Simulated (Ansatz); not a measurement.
# C₂H₆AlCl: up Jacob's ladder to CCSD(T)

Aim: compute C₂H₆AlCl with functionals from several rungs and with coupled cluster. The yardstick is the atomisation energy at the CCSD(T) limit.

Program: Ansatz 0.2.0, Gaussian basis. Level of theory: functionals in def2-TZVPP, the program's frozen cores in correlated methods. These are calculated values, not measurements.

Levels to be run: LDA (SPW92), PBE-D4, revPBE-D4, BLYP-D4, r2SCAN-D4, B97M-V, PBE0-D4, B3LYP-D4, r2SCANh-D4, r2SCAN0-D4, HSE06-D4, BHLYP-D4, CAM-B3LYP-D4, LC-ωPBE, ωB97X-V, ωB97M-V, B2PLYP, PBE-QIDH; CCSD(T)/def2-SVP; CCSD(T)/def2-TZVPP; MP2/def2-QZVPP; extrapolation to the limit; RPA on PBE.

### 1 Structure used throughout

All runs share one geometry, relaxed beforehand with PBE0-D4 in a triple-zeta def2 set.

10 atoms, charge 0, spin multiplicity 1.

Atoms are counted from 1 here; the program's logs count them from 0.

Bond lengths: Al1–Cl4 2.131 Å, Al1–H5 1.584 Å, Al1–H6 1.584 Å, C2–C3 1.339 Å, C2–H7 1.084 Å, C2–H8 1.086 Å, C3–H9 1.084 Å, C3–H10 1.086 Å. Angles: Cl4–Al1–H5 116.5°, Cl4–Al1–H6 116.5°, H5–Al1–H6 121.7°, C3–C2–H7 121.6°, C3–C2–H8 121.3°, H7–C2–H8 117.0°, C2–C3–H9 121.6°, C2–C3–H10 121.3°, H9–C3–H10 117.0°.

### 2 LDA

This LDA is Slater exchange with PW92 correlation.

Input file in.yaml:

```yaml
crystal:
  periodic: [false, false, false]
  atoms:
    - {symbol: Al, position_ang: [-0.535602, 1.032543, -0.727837]}
    - {symbol: C, position_ang: [-0.202346, -0.917789, 0.791970]}
    - {symbol: C, position_ang: [0.953754, -0.775136, 0.131937]}
    - {symbol: Cl, position_ang: [0.054517, 2.563401, 0.632063]}
    - {symbol: H, position_ang: [0.331626, 0.885701, -2.044795]}
    - {symbol: H, position_ang: [-2.056113, 0.592469, -0.678348]}
    - {symbol: H, position_ang: [-0.942573, -1.649505, 0.490052]}
    - {symbol: H, position_ang: [-0.423274, -0.330087, 1.677535]}
    - {symbol: H, position_ang: [1.194976, -1.385747, -0.730302]}
    - {symbol: H, position_ang: [1.708034, -0.067050, 0.460725]}
basis:
  gaussian: {orbitals: def2-TZVPP}
hamiltonian: {xc: lda}
output: {orbitals: {seedname: orbitals}}
```

Run with:

```console
$ ansatz run in.yaml --threads 2 --pin off --events-out ev --progress --plain --max-ram 4352MiB
```

Further steps of the session: PBE-D4 (GGA); revPBE-D4 (GGA); BLYP-D4 (GGA); r2SCAN-D4 (meta-GGA); B97M-V (meta-GGA); B3LYP-D4 (hybrid); r2SCANh-D4 (hybrid); r2SCAN0-D4 (hybrid); HSE06-D4 (hybrid); BHLYP-D4 (hybrid); CAM-B3LYP-D4 (range-separated); LC-ωPBE (range-separated); ωB97X-V (range-separated); ωB97M-V (range-separated); B2PLYP (double hybrid); PBE-QIDH (double hybrid); CCSD(T) in def2-SVP; CCSD(T) in def2-TZVPP; MP2 in def2-QZVPP; RPA on PBE orbitals.

Q: Predict the results of all the runs planned. Wanted: atomisation energy, CCSD(T)/CBS; farthest beyond LDA; mean size of error, GGA; mean size of error, meta-GGA; mean size of error, hybrid; mean size of error, range-separated; mean size of error, double hybrid; gap, smallest and largest; T1 diagnostic.

**Answer**, as computed:

| quantity | value |
| --- | --- |
| atomisation energy, CCSD(T)/CBS | 3446.7 kJ/mol |
| functionals within 17.2 kJ/mol (0.5 %) | r2SCAN-D4, PBE0-D4, B3LYP-D4, r2SCANh-D4, HSE06-D4, CAM-B3LYP-D4, ωB97X-V, ωB97M-V |
| farthest beyond LDA | BHLYP-D4 (-74.5 kJ/mol) |
| mean size of error, GGA | 32.7 kJ/mol |
| mean size of error, meta-GGA | 18.5 kJ/mol |
| mean size of error, hybrid | 23.6 kJ/mol |
| mean size of error, range-separated | 12.2 kJ/mol |
| mean size of error, double hybrid | 37.3 kJ/mol |
| gap, smallest and largest | 4.06 eV (LDA (SPW92)), 11.49 eV (LC-ωPBE) |
| T1 diagnostic | 0.0097 |
| triples share of the correlation energy | 3.9 % |

In words: LDA overbinds by 393.9 kJ/mol (11 %). PBE-D4 is off by +19.8 kJ/mol. Double hybrids carry the basis error of their MP2 part in triple zeta, and no dispersion term here, so their miss is partly the set-up's. By mean error the best rung here is range-separated (12.2 kJ/mol) and the worst beyond LDA is double hybrid (37.3 kJ/mol). The gap between the best rungs is small, so their order is not settled. The reference freezes the cores and leaves out relativity and excitations past (T), so misses under about 17.2 kJ/mol can't be ranked. Hartree-Fock recovers 76 % of the binding; the rest is correlation. CCSD(T) in def2-SVP is off by -165.0 kJ/mol, so the small basis spoils what the method gains. The gap grows from 4.1 to 11.5 eV across the functionals, mostly with the share of exact exchange.
